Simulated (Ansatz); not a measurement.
**AlBGeH₆: a ladder of functionals and wavefunction methods**

The task here is to estimate one member of a computed series from the others.

Computed with Ansatz 0.2.0, Gaussian basis. Level: functionals in def2-TZVPP, the program's frozen cores in correlated methods.

The runs, in order: LDA (SPW92), PBE-D4, revPBE-D4, BLYP-D4, r2SCAN-D4, B97M-V, PBE0-D4, B3LYP-D4, r2SCANh-D4, r2SCAN0-D4, HSE06-D4, BHLYP-D4, CAM-B3LYP-D4, LC-ωPBE, ωB97X-V, ωB97M-V, B2PLYP, PBE-QIDH; CCSD(T)/def2-SVP; CCSD(T)/def2-TZVPP; MP2/def2-QZVPP; extrapolation to the limit; RPA on PBE.

## The geometry

All runs share one geometry, relaxed beforehand with PBE0-D4 in a triple-zeta def2 set.

SMILES `[AlH2][BH][GeH3]`, 9 atoms, charge 0, spin multiplicity 1.

Atoms are counted from 1 here; the program's logs count them from 0.

Bond lengths: Al1–B2 2.104 Å, Al1–H4 1.592 Å, Al1–H5 1.593 Å, B2–Ge3 2.064 Å, B2–H6 1.200 Å, Ge3–H7 1.545 Å, Ge3–H8 1.541 Å, Ge3–H9 1.541 Å. Angles: B2–Al1–H4 120.8°, B2–Al1–H5 120.3°, H4–Al1–H5 118.9°, Al1–B2–Ge3 123.9°, Al1–B2–H6 123.2°, Ge3–B2–H6 112.9°, B2–Ge3–H7 107.4°, B2–Ge3–H8 114.9°, B2–Ge3–H9 112.1°, H7–Ge3–H8 107.0°, H7–Ge3–H9 107.3°, H8–Ge3–H9 107.6°.

The first run:

in.yaml reads:

```yaml
crystal:
  periodic: [false, false, false]
  atoms:
    - {symbol: Al, position_ang: [-0.978835, 1.068052, -1.488032]}
    - {symbol: B, position_ang: [0.506348, 0.656819, -0.055801]}
    - {symbol: Ge, position_ang: [0.525733, -1.032842, 1.128809]}
    - {symbol: H, position_ang: [-0.859949, 0.500576, -2.971230]}
    - {symbol: H, position_ang: [-2.275970, 1.899782, -1.084817]}
    - {symbol: H, position_ang: [1.448818, 1.374122, 0.138180]}
    - {symbol: H, position_ang: [1.678098, -1.933596, 0.632070]}
    - {symbol: H, position_ang: [-0.762683, -1.877485, 1.076069]}
    - {symbol: H, position_ang: [0.807041, -0.701630, 2.607752]}
basis:
  gaussian: {orbitals: def2-TZVPP}
hamiltonian: {xc: lda}
output: {orbitals: {seedname: orbitals}}
```

Launch:

```
> ansatz run in.yaml --threads 2 --pin off --events-out ev --progress --plain --max-ram 4352MiB
```

Steps of the session up to this table: LDA; PBE-D4 (GGA); revPBE-D4 (GGA); BLYP-D4 (GGA); r2SCAN-D4 (meta-GGA); B97M-V (meta-GGA); B3LYP-D4 (hybrid); r2SCANh-D4 (hybrid); r2SCAN0-D4 (hybrid); HSE06-D4 (hybrid); BHLYP-D4 (hybrid); CAM-B3LYP-D4 (range-separated); LC-ωPBE (range-separated); ωB97X-V (range-separated); ωB97M-V (range-separated); B2PLYP (double hybrid); PBE-QIDH (double hybrid).

One of the session's tables, all rows but one given; the rest of the session is left out.

It belongs to the step «Frontier levels by functional». 

| functional | HOMO (eV) | LUMO (eV) | gap (eV) |
| --- | --- | --- | --- |
| LDA (SPW92) | -6.29 | -3.90 | 2.39 |
| PBE-D4 | -6.21 | -3.69 | 2.52 |
| revPBE-D4 | -6.17 | -3.59 | 2.58 |
| BLYP-D4 | -6.09 | -3.49 | 2.60 |
| r2SCAN-D4 | -6.45 | -3.43 | 3.02 |
| B97M-V | -6.53 | -3.56 | 2.97 |
| PBE0-D4 | -7.31 | -2.75 | 4.56 |
| B3LYP-D4 | ? | ? | ? |
| r2SCANh-D4 | -6.85 | -3.10 | 3.75 |
| r2SCAN0-D4 | -7.46 | -2.61 | 4.85 |
| HSE06-D4 | -6.92 | -3.13 | 3.79 |
| BHLYP-D4 | -8.32 | -1.67 | 6.66 |
| CAM-B3LYP-D4 | -8.61 | -1.58 | 7.03 |
| LC-ωPBE | -9.93 | -0.45 | 9.47 |
| ωB97X-V | -9.58 | -0.56 | 9.03 |
| ωB97M-V | -9.38 | -0.79 | 8.60 |

Q: Estimate the row for B3LYP-D4 from the others.

Worked estimate for «HOMO (eV)». Against the share of exact exchange, BLYP-D4 (0, -6.09), BHLYP-D4 (0.5, -8.32) give a slope of -4.46 per unit share; at 0.2 the line stands at -6.98.

The run gave: HOMO (eV): -7.13; LUMO (eV): -2.91; gap (eV): 4.22. In «HOMO (eV)» the line misses by +0.15.
